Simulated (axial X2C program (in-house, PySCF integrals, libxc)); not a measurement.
**A two-component session on TeB: properties at the nuclei**

Wanted for TeB: properties at the nuclei, at the two-component level.

Program: an in-house X2C program for linear molecules on PySCF integrals. Level of theory: two-component X2C with atomic mean-field terms, Te dyall-cv3z, B dyall-v3z. These are calculated values, not measurements.

## Step 1: Set-up

Input file task.json:

```json
{"zs": [52, 5], "q": 0, "bas": ["dyall-cv3z", "dyall-v3z"], "r0": 2.06, "levels": ["PBE0", "HF", "TPSSh", "PBE50", "LDA"], "nst": 3}
```

Keys: zs atomic numbers; q charge; bas basis sets; r0 starting distance in Å; levels methods (HF also brings MP2); nst determinants followed.

Command:

```console
$ python soeom.py task.json out
```

The runs that follow: Expectation values, lowest determinant; Expectation values, a higher determinant.

What does the calculation give? Wanted: lowest determinant; Eeff magnitude; Ws magnitude Te; A∥/gI Te; qzz Te; higher determinant (for each run or level that gives them).

The runs gave:

| quantity | value |
| --- | --- |
| lowest determinant | Ω = 1/2 (excess of +ω over −ω: ω = 1/2) |
| Eeff magnitude (GV/cm), PBE0 | 2.09 |
| Ws magnitude Te (kHz), PBE0 | 2.36 |
| A∥/gI Te (MHz), PBE0 | 249 |
| qzz Te (a.u.), PBE0 | 2.28 |
| higher determinant | Ω = 3/2 (excess of +ω over −ω: ω = 3/2) |
| Eeff magnitude (GV/cm), PBE0, higher determinant | 0.916 |
| Ws magnitude Te (kHz), PBE0, higher determinant | 0.276 |
| A∥/gI Te (MHz), PBE0, higher determinant | 493 |
| qzz Te (a.u.), PBE0, higher determinant | -5.21 |

In words: In the first state, the effective field runs from 0.86 to 2.14 GV/cm over the mean-field levels, so the levels don't agree on it. The expectation values come from single determinants, which for open shells can mix terms of unlike spin or miss the lowest Ω, so a determinant need not be a state. Eeff is the effective electric field on the electron dipole moment in this Ω state and Ws the scalar–pseudoscalar constant (defined with the proton number Z and per Ω); A∥ is the parallel hyperfine constant, which follows by multiplying with the nuclear g factor gI = μI/(I μN); qzz is the electric field gradient, eQq0 = 234.96 MHz × Q/barn × qzz; μ is positive if B is the positive end. The operators were transformed with the bare-nucleus X2C matrices.
